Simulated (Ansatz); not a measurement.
# SnSe (SMILES [Se][Sn]): PBE-QIDH/def2-TZVP (core potential)

What is the energy change on altering one bond length of SnSe at PBE-QIDH/def2-TZVP (core potential)? 

The results are computed with Ansatz 0.2.0.

26 further runs of the same task are left out: 26 set aside as unsound or not needed.

## (1) Starting point

SnSe: 2 atoms, total charge 0, spin state singlet. As SMILES, `[Se][Sn]`. The shape is that of a PBE0-D4/def2-TZVP optimisation.

Bond lengths: Se1–Sn2 2.325 Å.

## (2) A single-point energy at PBE-QIDH/def2-TZVP (core potential)

molecule.yaml

```yaml
crystal:
  periodic: [false, false, false]
  atoms:
    - {symbol: Se, position_ang: [0.000000, -0.000000, 0.006530]}
    - {symbol: Sn, position_ang: [-0.000000, 0.000000, 2.331810]}
basis:
  gaussian: {orbitals: def2-TZVP}
total_charge: 0
hamiltonian: {xc: {name: PBE-QIDH}}
correlation: {frozen_orbitals: {Se: 9, Sn: 4}}
accuracy: high
output: {orbitals: {seedname: orbitals}}
```

Run with:

```
ansatz run molecule.yaml --threads 1 --pin off --max-ram 3480MiB --events-out events.jsonl --progress --plain --runs-dir runs
```

The program printed:

```text
Warning: RAYON_NUM_THREADS=1 ignored (pool sized by the plan → 1); use --threads N
Functional definition: PBE-QIDH
  name "PBE-QIDH"
  parameter a = 3^(-1/3)
  parameter c = 1/3
  exchange = (1 - a)*pbe_x + a*exact_x
  correlation = (1 - c)*pbe_c + c*(mp2_os + mp2_ss)
1498 factors; integrals over basis functions are off by at most 4.7e-9 eV
mean field evaluation 1: about -71153.1685 eV, gradient 2.1e1 eV
mean field evaluation 2: about -71153.2541 eV, gradient 2.1e1 eV
mean field evaluation 4: about -71155.0922 eV, gradient 1.7e0 eV
mean field evaluation 8: about -71155.1066 eV, gradient 1.5e-1 eV
mean field evaluation 16: about -71155.1067 eV, gradient 7.9e-5 eV
mean field -71155.10668883 eV, -2614.9019401508 hartree, gradient 1.1e-8 eV, S^2 0.000000; 0 other end points of the search recorded, 0 dependent functions left out
13 core orbitals not correlated: weight in the atoms' cores, before any rotation towards them, 1.000 or more for the frozen orbitals, at most 0.000 for the correlated occupied ones
reference -71155.10668959 eV, -2614.9019401787 hartree; 15, 15 occupied and 70, 70 virtual orbitals, 1498 factors
second order -17.29346651 eV of doubles, -0.00000000 eV of singles
Total energy: -71160.87117842 eV, -2615.1137812361 hartree
```

Wall time 9.3 s (1 thread of Arm Neoverse V2, shared host); peak memory 0.28 GiB.

## (3) The distorted shape, same level

input.yaml

```yaml
crystal:
  periodic: [false, false, false]
  atoms:
    - symbol: Se
      position_ang: [0.000000, -0.000000, -0.342290]
    - symbol: Sn
      position_ang: [-0.000000, 0.000000, 2.331810]
basis:
  gaussian:
    orbitals: def2-TZVP
hamiltonian:
  xc: {name: PBE-QIDH}
correlation:
  frozen_orbitals: {Se: 9, Sn: 4}
accuracy: high
output: {orbitals: {seedname: orbitals}}
```

Run with:

```
ansatz run input.yaml --threads 1 --pin off --max-ram 3480MiB --events-out events.jsonl --progress --plain --runs-dir runs
```

The program printed:

```text
Warning: RAYON_NUM_THREADS=1 ignored (pool sized by the plan → 1); use --threads N
[... 6 set-up lines as earlier in the session ...]
1486 factors; integrals over basis functions are off by at most 4.6e-9 eV
mean field evaluation 1: about -71150.3873 eV, gradient 2.7e1 eV
mean field evaluation 2: about -71150.4352 eV, gradient 2.7e1 eV
mean field evaluation 4: about -71154.0121 eV, gradient 4.6e0 eV
mean field evaluation 8: about -71154.0900 eV, gradient 5.0e-1 eV
mean field evaluation 16: about -71154.0927 eV, gradient 7.2e-4 eV
mean field evaluation 32: about -71147.3092 eV, gradient 1.4e1 eV
mean field -71154.09272475 eV, -2614.8646776581 hartree, gradient 3.6e-8 eV, S^2 0.000000; 0 other end points of the search recorded, 0 dependent functions left out; unrestricted orbitals would lower it
13 core orbitals not correlated: weight in the atoms' cores, before any rotation towards them, 1.000 or more for the frozen orbitals, at most 0.000 for the correlated occupied ones
reference -71154.09272549 eV, -2614.8646776856 hartree; 15, 15 occupied and 70, 70 virtual orbitals, 1486 factors
second order -17.70134095 eV of doubles, -0.00000000 eV of singles
Total energy: -71159.99317248 eV, -2615.0815151127 hartree
```

It took 9.3 s on 1 thread of Arm Neoverse V2, shared host; peak memory 0.34 GiB.

## (4) What came out

Level: PBE-QIDH/def2-TZVP (core potential), 13 core orbitals frozen.

| quantity | value |
| --- | --- |
| first shape: total energy | -2615.11378 Eh |
| first shape: HOMO energy (SCF part's orbitals) | -8.48 eV |
| first shape: LUMO energy (SCF part's orbitals) | -1.21 eV |
| first shape: HOMO–LUMO gap (SCF part's orbitals) | 7.27 eV |
| distorted shape: total energy | -2615.08152 Eh |
| distorted shape: HOMO energy (SCF part's orbitals) | -7.68 eV |
| distorted shape: LUMO energy (SCF part's orbitals) | -1.88 eV |
| distorted shape: HOMO–LUMO gap (SCF part's orbitals) | 5.80 eV |
| energy change with the Se1–Sn2 bond stretched from 2.325 to 2.674 Å | 0.878 eV |

What this shows: With the Se1–Sn2 bond stretched from 2.325 to 2.674 Å the energy rises by 0.88 eV (84.7 kJ/mol). The first shape isn't relaxed at this level, so the change isn't measured from a minimum. The restricted solution (distorted shape) is unstable to spin breaking: an unrestricted one lies lower.
